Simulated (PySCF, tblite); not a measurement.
# C6H7NO: a rotation path, then NMR shifts on frames, part 2 of 2

tblite 0.8.0 and PySCF 2.14.0. Atoms count from 0.

## 5. NMR shieldings: image 4, PBE0/pcSseg-1

What the job is given:

```
{"job": {"kind": "nmr", "xc": "PBE0", "basis": "pcSseg-1", "pop": false}, "charge": 0, "multiplicity": 1}
C     -2.814600    -1.509800    -0.100900
C     -2.034400    -0.617200     0.055900
C     -1.053000     0.449000     0.183600
C     -1.556100     1.634200    -0.481200
N     -1.939800     2.556000    -1.036200
C      0.313800     0.038300    -0.415100
O      1.281700     0.097000     0.602700
C      2.582500    -0.144900     0.130800
H     -3.501500    -2.295000    -0.212700
H     -0.897100     0.681400     1.245700
H      0.586700     0.719800    -1.237800
H      0.247000    -0.982500    -0.825100
H      3.243500    -0.081100     0.992900
H      2.662100    -1.141500    -0.320200
H      2.874700     0.604500    -0.615700
```

With the program's defaults for keys left out, this is: GIAO PBE0/pcSseg-1 NMR shielding, non-relativistic, gas phase.

Log:

```text
coarse grid: 13008 points
cycle   1  E = -362.0731196328  dE =  1.167e+00  |g| = 7.007e-01  |ddm| = 3.594e+00
cycle   2  E = -361.8400673228  dE =  2.331e-01  |g| = 1.277e+00  |ddm| = 1.726e+00
cycle   3  E = -362.1641200245  dE = -3.241e-01  |g| = 2.391e-01  |ddm| = 1.162e+00
cycle   4  E = -362.1753407713  dE = -1.122e-02  |g| = 9.236e-02  |ddm| = 2.172e-01
cycle   5  E = -362.1769803074  dE = -1.640e-03  |g| = 2.215e-02  |ddm| = 7.362e-02
cycle   6  E = -362.1770714365  dE = -9.113e-05  |g| = 9.652e-03  |ddm| = 2.299e-02
cycle   7  E = -362.1770925924  dE = -2.116e-05  |g| = 2.667e-03  |ddm| = 8.145e-03
cycle   8  E = -362.1770941192  dE = -1.527e-06  |g| = 4.545e-04  |ddm| = 2.184e-03
final grid: 127056 points
cycle   9  E = -362.2365103385  dE = -3.438e-05  |g| = 1.043e-02  |ddm| = 3.968e-02
cycle  10  E = -362.2364946821  dE =  1.566e-05  |g| = 1.429e-02  |ddm| = 1.683e-02
cycle  11  E = -362.2365308104  dE = -3.613e-05  |g| = 1.613e-03  |ddm| = 1.003e-02
cycle  12  E = -362.2365313392  dE = -5.288e-07  |g| = 4.334e-04  |ddm| = 1.520e-03
cycle  13  E = -362.2365313739  dE = -3.472e-08  |g| = 2.176e-04  |ddm| = 4.199e-04
cycle  14  E = -362.2365313845  dE = -1.055e-08  |g| = 6.184e-05  |ddm| = 1.728e-04
cycle  15  E = -362.2365313852  dE = -6.896e-10  |g| = 2.602e-05  |ddm| = 5.879e-05
converged SCF energy = -362.2365313852

GIAO shielding tensors (ppm)
atom      isotropic    diamagn.    paramagn.     s11        s22        s33       span
  0 C      106.989     255.263    -148.275     34.308     41.104    245.554    211.247
  1 C      103.708     262.214    -158.506     -2.102     15.345    297.881    299.983
  2 C      162.822     239.245     -76.423    152.190    160.123    176.154     23.964
  3 C       64.496     260.321    -195.824    -56.883    -44.913    295.285    352.168
  4 N      -32.821     338.463    -371.283   -199.443   -183.774    284.755    484.198
  5 C      101.358     244.219    -142.861     75.649     88.064    140.360     64.711
  6 O      303.096     396.621     -93.525    250.058    313.536    345.693     95.635
  7 C      125.503     243.310    -117.807     93.983     98.617    183.910     89.927
  8 H       29.856      32.994      -3.139     24.876     24.924     39.767     14.890
  9 H       28.281      26.494       1.787     25.594     26.689     32.559      6.964
 10 H       27.703      31.389      -3.687     24.372     28.107     30.629      6.256
 11 H       27.656      30.683      -3.027     24.106     27.899     30.965      6.859
 12 H       27.755      27.692       0.063     23.890     25.218     34.157     10.267
 13 H       28.426      28.541      -0.115     24.723     26.100     34.455      9.732
 14 H       28.389      28.396      -0.007     24.644     26.264     34.260      9.615
```

Run time: 14 s. Hardware: 1 thread of Arm Neoverse V2, shared host; peak memory 0.78 GiB.

Key values: δ C3 122.4, C5 85.6, C1 83.2, C0 79.9, H11 4.06, H10 4.01 ppm.

## 6. NMR shieldings: image 6, PBE0/pcSseg-1

What the job is given:

```
{"job": {"kind": "nmr", "xc": "PBE0", "basis": "pcSseg-1", "pop": false}, "charge": 0, "multiplicity": 1}
C     -2.642400    -1.574000     0.069600
C     -1.937800    -0.610100     0.133000
C     -1.057000     0.547900     0.132100
C     -1.673000     1.611500    -0.635100
N     -2.143300     2.445600    -1.258000
C      0.328600     0.207100    -0.460400
O      1.204300    -0.089700     0.598100
C      2.522500    -0.310800     0.166100
H     -3.259800    -2.422100     0.044700
H     -0.907800     0.898200     1.162500
H      0.709300     1.067100    -1.036900
H      0.239900    -0.653200    -1.143500
H      3.107100    -0.542000     1.054500
H      2.573800    -1.150600    -0.537000
H      2.931100     0.583000    -0.322900
```

With the program's defaults for keys left out, this is: GIAO PBE0/pcSseg-1 NMR shielding, non-relativistic, gas phase.

Log:

```text
coarse grid: 13008 points
cycle   1  E = -362.0737596804  dE =  1.168e+00  |g| = 7.021e-01  |ddm| = 3.598e+00
cycle   2  E = -361.8405092644  dE =  2.333e-01  |g| = 1.279e+00  |ddm| = 1.627e+00
cycle   3  E = -362.1652998141  dE = -3.248e-01  |g| = 2.377e-01  |ddm| = 1.074e+00
cycle   4  E = -362.1763072140  dE = -1.101e-02  |g| = 9.344e-02  |ddm| = 2.188e-01
cycle   5  E = -362.1779886243  dE = -1.681e-03  |g| = 2.246e-02  |ddm| = 7.079e-02
cycle   6  E = -362.1780812506  dE = -9.263e-05  |g| = 9.951e-03  |ddm| = 2.309e-02
cycle   7  E = -362.1781039140  dE = -2.266e-05  |g| = 2.630e-03  |ddm| = 7.985e-03
cycle   8  E = -362.1781053967  dE = -1.483e-06  |g| = 4.491e-04  |ddm| = 2.168e-03
final grid: 127056 points
cycle   9  E = -362.2380188977  dE = -3.148e-05  |g| = 1.024e-02  |ddm| = 3.917e-02
cycle  10  E = -362.2380040184  dE =  1.488e-05  |g| = 1.398e-02  |ddm| = 1.509e-02
cycle  11  E = -362.2380386115  dE = -3.459e-05  |g| = 1.535e-03  |ddm| = 8.816e-03
cycle  12  E = -362.2380390950  dE = -4.835e-07  |g| = 3.778e-04  |ddm| = 1.365e-03
cycle  13  E = -362.2380391192  dE = -2.419e-08  |g| = 2.147e-04  |ddm| = 3.873e-04
cycle  14  E = -362.2380391296  dE = -1.040e-08  |g| = 5.569e-05  |ddm| = 1.656e-04
cycle  15  E = -362.2380391302  dE = -5.530e-10  |g| = 2.443e-05  |ddm| = 5.438e-05
converged SCF energy = -362.2380391302

GIAO shielding tensors (ppm)
atom      isotropic    diamagn.    paramagn.     s11        s22        s33       span
  0 C      107.822     255.988    -148.167     34.612     40.276    248.577    213.965
  1 C      103.162     261.137    -157.975     -1.539     14.454    296.572    298.110
  2 C      162.710     239.767     -77.057    153.350    160.220    174.560     21.210
  3 C       65.949     260.307    -194.358    -54.077    -43.780    295.702    349.778
  4 N      -34.797     338.393    -373.189   -203.904   -185.469    284.983    488.886
  5 C      102.979     244.090    -141.110     77.436     89.573    141.929     64.493
  6 O      304.175     396.936     -92.762    258.372    315.171    338.980     80.608
  7 C      125.391     243.259    -117.868     93.931     98.389    183.853     89.922
  8 H       29.926      33.185      -3.259     24.851     24.947     39.981     15.131
  9 H       28.254      26.420       1.834     25.726     26.452     32.583      6.857
 10 H       27.884      31.218      -3.335     24.039     28.627     30.985      6.945
 11 H       27.700      30.431      -2.731     24.764     27.837     30.499      5.736
 12 H       27.724      27.804      -0.080     23.831     25.180     34.163     10.332
 13 H       28.376      28.578      -0.202     24.606     26.092     34.430      9.824
 14 H       28.377      28.291       0.085     24.640     26.186     34.305      9.664
```

Wall time 14 s (1 thread of Arm Neoverse V2, shared host); peak memory 0.78 GiB.

Key values: δ C3 121.0, C5 83.9, C1 83.8, C0 79.1, H11 4.02, H12 3.99 ppm.

## 7. Nuclear shieldings: image 8, PBE0/pcSseg-1

What the job is given:

```
{"job": {"kind": "nmr", "xc": "PBE0", "basis": "pcSseg-1", "pop": false}, "charge": 0, "multiplicity": 1}
C     -2.377100    -1.632300     0.206700
C     -1.789400    -0.591600     0.173500
C     -1.065000     0.667100     0.083000
C     -1.794300     1.569600    -0.783200
N     -2.367400     2.274800    -1.475000
C      0.362600     0.449500    -0.452000
O      1.113100    -0.155100     0.570200
C      2.407200    -0.517200     0.165400
H     -2.889000    -2.545900     0.261700
H     -0.990200     1.114900     1.082700
H      0.806100     1.418900    -0.736800
H      0.333300    -0.191700    -1.347300
H      2.885800    -0.966100     1.032900
H      2.377500    -1.245300    -0.654600
H      2.982500     0.358400    -0.160400
```

Level: GIAO PBE0/pcSseg-1 NMR shielding, non-relativistic, gas phase.

Log:

```text
coarse grid: 13008 points
cycle   1  E = -362.0770933785  dE =  1.173e+00  |g| = 7.014e-01  |ddm| = 3.613e+00
cycle   2  E = -361.8463935743  dE =  2.307e-01  |g| = 1.274e+00  |ddm| = 1.737e+00
cycle   3  E = -362.1686624628  dE = -3.223e-01  |g| = 2.360e-01  |ddm| = 1.148e+00
cycle   4  E = -362.1794175343  dE = -1.076e-02  |g| = 9.470e-02  |ddm| = 2.214e-01
cycle   5  E = -362.1811478134  dE = -1.730e-03  |g| = 2.274e-02  |ddm| = 7.382e-02
cycle   6  E = -362.1812417494  dE = -9.394e-05  |g| = 1.027e-02  |ddm| = 2.331e-02
cycle   7  E = -362.1812660403  dE = -2.429e-05  |g| = 2.600e-03  |ddm| = 8.328e-03
cycle   8  E = -362.1812674883  dE = -1.448e-06  |g| = 4.424e-04  |ddm| = 2.208e-03
final grid: 127056 points
cycle   9  E = -362.2407490244  dE = -2.906e-05  |g| = 1.061e-02  |ddm| = 4.036e-02
cycle  10  E = -362.2407323921  dE =  1.663e-05  |g| = 1.458e-02  |ddm| = 1.655e-02
cycle  11  E = -362.2407700593  dE = -3.767e-05  |g| = 1.640e-03  |ddm| = 9.983e-03
cycle  12  E = -362.2407706072  dE = -5.479e-07  |g| = 4.692e-04  |ddm| = 1.509e-03
cycle  13  E = -362.2407706517  dE = -4.445e-08  |g| = 1.976e-04  |ddm| = 4.365e-04
cycle  14  E = -362.2407706601  dE = -8.396e-09  |g| = 5.944e-05  |ddm| = 1.607e-04
cycle  15  E = -362.2407706607  dE = -6.409e-10  |g| = 2.494e-05  |ddm| = 5.733e-05
converged SCF energy = -362.2407706607

GIAO shielding tensors (ppm)
atom      isotropic    diamagn.    paramagn.     s11        s22        s33       span
  0 C      107.742     256.648    -148.905     34.387     37.382    251.458    217.071
  1 C      104.253     262.140    -157.887      3.861     13.574    295.325    291.463
  2 C      162.908     239.623     -76.715    151.081    164.728    172.914     21.833
  3 C       67.096     259.823    -192.727    -50.007    -43.880    295.175    345.182
  4 N      -35.686     338.354    -374.040   -206.947   -191.157    291.047    497.994
  5 C      106.970     243.792    -136.822     80.070     92.017    148.822     68.752
  6 O      307.443     397.467     -90.024    271.144    315.172    336.014     64.870
  7 C      125.589     243.152    -117.562     93.822     98.996    183.950     90.128
  8 H       30.014      33.650      -3.636     24.766     25.028     40.249     15.482
  9 H       28.187      26.291       1.896     25.309     26.407     32.846      7.537
 10 H       27.966      30.291      -2.326     24.099     28.465     31.332      7.233
 11 H       28.114      30.388      -2.275     25.151     28.222     30.968      5.818
 12 H       27.696      28.024      -0.328     23.725     25.150     34.212     10.487
 13 H       28.290      28.813      -0.523     24.376     26.223     34.271      9.896
 14 H       28.332      28.059       0.273     24.584     25.842     34.570      9.986
```

It took 14 s on 1 thread of Arm Neoverse V2, shared host; peak memory 0.79 GiB.

In short: δ C3 119.8, C1 82.7, C5 80.0, C0 79.2, H12 4.02, H10 3.75 ppm.

## 8. Run by run: NMR shifts

Shifts (ppm) of some atoms, chosen among heavy atoms and hydrogens apart, with basis size and wall time:

```csv
frame,C3,C5,C1,H11,H10,N4,O6,functions,time
image 0,121.9,79.9,79.8,3.67,3.67,300.6,29.8,171,15 s
image 2,123.0,83.6,81.3,3.90,3.92,299.3,31.8,171,14 s
image 4,122.4,85.6,83.2,4.06,4.01,300.5,33.0,171,14 s
image 6,121.0,83.9,83.8,4.02,3.83,302.5,31.9,171,14 s
image 8,119.8,80.0,82.7,3.60,3.75,303.4,28.6,171,14 s
```

## 9. Results

This closing draws on all 2 parts.

```
                                       quantity                                         value
                                        barrier            0.042 eV (1.0 kcal/mol) at image 4
                          end to end (GFN2-xTB)                                      0.008 eV
13C shifts against TMS (PBE0/pcSseg-1, image 0)       121.9, 80.7, 79.9, 79.8, 61.3, 24.3 ppm
 1H shifts against TMS (PBE0/pcSseg-1, image 0)  4.03, 3.67, 3.67, 3.49, 3.46, 3.35, 1.75 ppm
15N shifts against NH3 (PBE0/pcSseg-1, image 0)                                     300.6 ppm
17O shifts against H2O (PBE0/pcSseg-1, image 0)                                      29.8 ppm
                       range of the shift of C5                              79.9 to 85.6 ppm
```

Along the band the dihedral turns by 96°, and the top (dihedral -120°) lies 1.0 kcal/mol above the start (GFN2-xTB, rough), so at room temperature this motion is fast. Ends this close can change order at a higher level. The top was not checked by a frequency run. Shifts at one fixed geometry are not the observed spectrum, which averages over the motion. In the first frame run (image 0): The largest span, 494 ppm, is at N4, where the paramagnetic term is -372 ppm. Across the 5 runs the shift of C5 moves most, between 79.9 (image 0) and 85.6 ppm (image 4).
